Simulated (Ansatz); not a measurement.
# CHBFN (SMILES N#CBF): functionals against CCSD(T) at one geometry

A test off equilibrium: a structure displaced at random from a GFN2-xTB minimum is computed at several levels, and each is set against CCSD(T).

Method: single points in def2-TZVPP; program: Ansatz 0.2.0, Gaussian basis.

Correlated methods freeze the cores.

## Step 1: The starting structure

SMILES `N#CBF`, 5 atoms, charge 0, spin multiplicity 1.

Atoms are counted from 1 here; the program's logs count them from 0.

Bond lengths: N1–C2 1.274 Å, C2–B3 1.463 Å, B3–F4 1.216 Å, B3–H5 1.294 Å. Angles: N1–C2–B3 176.7°, C2–B3–F4 121.0°, C2–B3–H5 118.7°, F4–B3–H5 111.2°.

Geometry (Å):

```xyz
5

N     0.6501   -1.3656    1.5315
C     0.3357   -0.6011    0.5617
B    -0.0214    0.2086   -0.6028
F    -1.1278    0.1323   -1.1023
H     0.4515    1.4100   -0.6928
```

## Step 2: CCSD(T)/def2-TZVPP

run/in.yaml reads:

```yaml
crystal:
  periodic: [false, false, false]
  atoms:
    - {symbol: N, position_ang: [0.650100, -1.365600, 1.531500]}
    - {symbol: C, position_ang: [0.335700, -0.601100, 0.561700]}
    - {symbol: B, position_ang: [-0.021400, 0.208600, -0.602800]}
    - {symbol: F, position_ang: [-1.127800, 0.132300, -1.102300]}
    - {symbol: H, position_ang: [0.451500, 1.410000, -0.692800]}
basis:
  gaussian: {orbitals: def2-TZVPP}
correlation: {method: ccsd_t}
output: {forces: true}
```

The command line of these runs was not kept.

## Step 3: PBE0-D4/def2-TZVPP

run/in.yaml, as its differences from that of step 2:

```diff
@@ -10,3 +10,3 @@
   gaussian: {orbitals: def2-TZVPP}
-correlation: {method: ccsd_t}
-output: {forces: true}
+hamiltonian: {xc: pbe0, dispersion: d4}
+output: {forces: true, orbitals: {seedname: orbitals}}
```

## Step 4: wB97M-V/def2-TZVPP

run/in.yaml, as its differences from that of step 3:

```diff
@@ -10,3 +10,3 @@
   gaussian: {orbitals: def2-TZVPP}
-hamiltonian: {xc: pbe0, dispersion: d4}
-output: {forces: true, orbitals: {seedname: orbitals}}
+hamiltonian: {xc: {name: wB97M-V}}
+output: {forces: true}
```

## Step 5: r2SCAN-D4/def2-TZVPP

run/in.yaml, as its differences from that of step 4:

```diff
@@ -10,3 +10,3 @@
   gaussian: {orbitals: def2-TZVPP}
-hamiltonian: {xc: {name: wB97M-V}}
+hamiltonian: {xc: r2scan, dispersion: d4}
 output: {forces: true}
```

## Step 6: PBE-D4/def2-TZVPP

run/in.yaml, as its differences from that of step 5:

```diff
@@ -10,3 +10,3 @@
   gaussian: {orbitals: def2-TZVPP}
-hamiltonian: {xc: r2scan, dispersion: d4}
+hamiltonian: {xc: pbe, dispersion: d4}
 output: {forces: true}
```

## Step 7: wB97X-V/def2-TZVPP

run/in.yaml, as its differences from that of step 6:

```diff
@@ -10,3 +10,3 @@
   gaussian: {orbitals: def2-TZVPP}
-hamiltonian: {xc: pbe, dispersion: d4}
+hamiltonian: {xc: {name: wB97X-V}}
 output: {forces: true}
```

## Step 8: LC-wPBE/def2-TZVPP

run/in.yaml, as its differences from that of step 7:

```diff
@@ -10,3 +10,3 @@
   gaussian: {orbitals: def2-TZVPP}
-hamiltonian: {xc: {name: wB97X-V}}
+hamiltonian: {xc: {name: LC-wPBE}}
 output: {forces: true}
```

(Steps that only read results are left out.)

Before running it: what results should come out? Wanted: energy less free atoms, CCSD(T)/def2-TZVPP; RMS force component; RMS force error; HOMO and LUMO, PBE0-D4; T1 diagnostic.

The runs gave:

| quantity | value |
| --- | --- |
| energy less free atoms, CCSD(T)/def2-TZVPP | -2102.2 kJ/mol |
| RMS force component | 4.492 to 5.355 eV/Å over the methods |
| RMS force error | PBE0-D4 0.593, wB97M-V 0.739, r2SCAN-D4 0.336, PBE-D4 0.274, wB97X-V 0.772, LC-wPBE 0.988 eV/Å |
| HOMO and LUMO, PBE0-D4 | -9.55 and -3.20 eV |
| T1 diagnostic | 0.018 |

**Reading.** Against CCSD(T) the functionals' energies less atoms differ by -178.9 to -51.9 kJ/mol, PBE-D4 by -178.9 kJ/mol. CCSD(T) in triple zeta still lacks some correlation energy of the bonds, so part of these gaps is its own basis error and they don't rank the functionals. For forces PBE-D4 does best and LC-wPBE worst. Frozen-core CCSD(T) forces in triple zeta carry basis errors of their own, and this is one geometry, so small gaps rank nothing. The restricted Hartree–Fock reference is unstable towards an unrestricted one at one or more of these structures.
